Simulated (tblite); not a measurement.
# C4H14GeN2Si: the cost of one run

The runs use tblite 0.8.0 and PySCF 2.14.0, with density-fitted response routines of our own; the level of theory stands in each step. All values are computed, except where a source is named. Atoms are numbered from 0 throughout.

## (1) Starting geometry

22 atoms, charge 0, multiplicity 1; geometry from: force field or distance geometry start.

Bonds of the start (Å): C0–C1 1.35, C1–Ge2 1.93, Ge2–Si3 2.32, Si3–N4 1.77, Ge2–N5 1.90, N5–C6 1.47, N5–C7 1.47, C0–H8 1.08, C0–H9 1.08, C1–H10 1.08, Ge2–H11 1.55, Si3–H12 1.48, Si3–H13 1.48, N4–H14 1.04, N4–H15 1.05, C6–H16 1.11, C6–H17 1.10, C6–H18 1.10, C7–H19 1.11, C7–H20 1.12, C7–H21 1.11.

## (2) Relaxing the molecule with GFN2-xTB

What the job is given:

```
{"job": {"kind": "relax", "xc": "GFN2-xTB", "basis": "xTB"}, "charge": 0, "multiplicity": 1}
C      1.906400    -2.076400    -1.510600
C      0.642600    -1.651500    -1.326500
Ge     0.125800    -0.893400     0.369400
Si     1.462700     0.946000     0.820700
N      1.446600     2.055600    -0.558500
N     -1.708800    -0.421600     0.303700
C     -1.898600     0.684400    -0.645400
C     -2.133700    -0.016800     1.652500
H      2.644500    -1.992300    -0.720600
H      2.182200    -2.503900    -2.459000
H     -0.085900    -1.746800    -2.115800
H      0.325300    -1.951800     1.479500
H      0.959800     1.633500     2.035700
H      2.842700     0.473700     1.062400
H      1.820200     1.533400    -1.380000
H      2.135200     2.813000    -0.341700
H     -2.981100     0.915300    -0.730600
H     -1.365600     1.594400    -0.316000
H     -1.537900     0.390800    -1.643800
H     -1.563600     0.860900     2.022700
H     -3.225700     0.235500     1.641900
H     -2.003400    -0.862700     2.359100
```

On the command line:

```console
OMP_NUM_THREADS=1 python probes_run.py task.json out
```

The driver reads the jobs from task.json and runs them one after another.

**Question.** How long does this first job take on 1 thread of Arm Neoverse N1, shared host, and how much memory does it need?

About 2.4 s, with a peak of 0.18 GiB.
